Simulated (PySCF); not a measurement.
# BH6OPSi: the cost of one run

Programs: PySCF 2.14.0, with density-fitted response routines of our own. Each step states its level of theory. These are calculated values for one molecule in the gas phase, unless marked as measured. Atoms are numbered from 0 throughout.

### Step 1. Starting geometry

10 atoms, charge 0, multiplicity 1; geometry from: GFN2-xTB. The atoms were then displaced at random by about 0.01 Å, so the start is not that level's minimum.

Bonds of the start (Å): B0–P1 1.83, P1–Si2 2.24, Si2–O3 1.58, B0–H4 1.14, B0–H5 1.19, P1–H6 1.38, Si2–H7 1.46, Si2–H8 1.48, O3–H9 0.97.

### Step 2. Geometry optimisation at PBE0-D3(BJ)/def2-SVP

The job: settings as JSON, then the geometry in Å.

```
{"job": {"xc": "PBE0", "basis": "def2-SVP", "d3": "d3bj", "grid": 1, "shake": 0.01, "kind": "geom"}, "charge": 0, "multiplicity": 1}
B      2.057790    -0.185120    -0.601560
P      0.510680    -0.977130    -0.022010
Si    -1.110870     0.573580     0.023260
O     -2.348090    -0.042530     0.786440
H      3.053520    -0.334790    -0.069150
H      1.991270     0.431830    -1.620190
H      0.754410    -1.195000     1.322240
H     -1.369090     0.895560    -1.372700
H     -0.816870     1.760060     0.864670
H     -2.672310    -0.947380     0.667950
```

On the command line:

```
OMP_NUM_THREADS=1 python probes_run.py task.json out
```

The driver reads the jobs from task.json and runs them one after another.

Q: Estimate the wall time and peak memory of this first job on 1 thread of Arm Neoverse V1, shared host.

About 29 s, with a peak of 0.39 GiB.
